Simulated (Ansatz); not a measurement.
# HfC+ (doublet): the correlation ladder, def2-TZVPP

An exercise on one series of results from a longer session: the logs are not shown, and one member is left open.

Program: Ansatz 0.2.0, Gaussian basis. Level of theory: def2-TZVPP, core rule «outside noble gas», up to 5 orbitals frozen. These are calculated values, not measurements.

To be run: UHF; ROHF; CCSD(T) on UHF.

2 further runs of the same task are left out: 2 set aside as unsound or not needed.

### The geometry

The geometry is a PBE0/def2-TZVP stationary point (not a proven minimum) of the parent state, kept for this charge and spin. No spin-orbit coupling is included. Elements past krypton take def2 core potentials.

2 atoms, charge 1, spin multiplicity 2.

Atoms are counted from 1 here; the program's logs count them from 0.

Bond lengths: Hf1–C2 1.798 Å.

The first run:

Contents of in.yaml:

```yaml
crystal:
  periodic: [false, false, false]
  atoms:
    - {symbol: Hf, position_ang: [0.000000, 0.000000, 0.000000]}
    - {symbol: C, position_ang: [0.000000, 0.000000, 1.798320]}
basis:
  gaussian: {orbitals: def2-TZVPP}
total_charge: 1
magnetization: {spin_polarized: true, initial_magnetization: 1}
hamiltonian: {xc: hf}
output: {orbitals: {seedname: orbitals}}
```

On the command line:

```sh
$ ansatz run in.yaml --threads 1 --pin off --events-out ev --progress --plain --max-ram 4096MiB --backend cpu
```

Among the steps run: UHF; ROHF; CCSD(T) on UHF.

One of the session's tables, all rows but one given; the rest of the session is left out.

| method | from UCCSD(T) (kJ/mol) |
| --- | --- |
| ROHF | +634.1 |
| UMP2 | +128.8 |
| UCCSD | ? |
| UCCSD(T) | 0 |

**Question.** Estimate the row for UCCSD.

**Answer.** from UCCSD(T) (kJ/mol): +38.7. In the column «from UCCSD(T) (kJ/mol)» it lies between UCCSD(T) (0) and UMP2 (+128.8).

Left out of the table: UHF (another determinant or state than the rows shown).

Caveats from the session: The determinant is far from a pure spin state, so its energy mixes those of several spin states (harmless only where they are near-degenerate, as at dissociation). Warnings: spin contamination; coupled cluster took another determinant than the lowest.
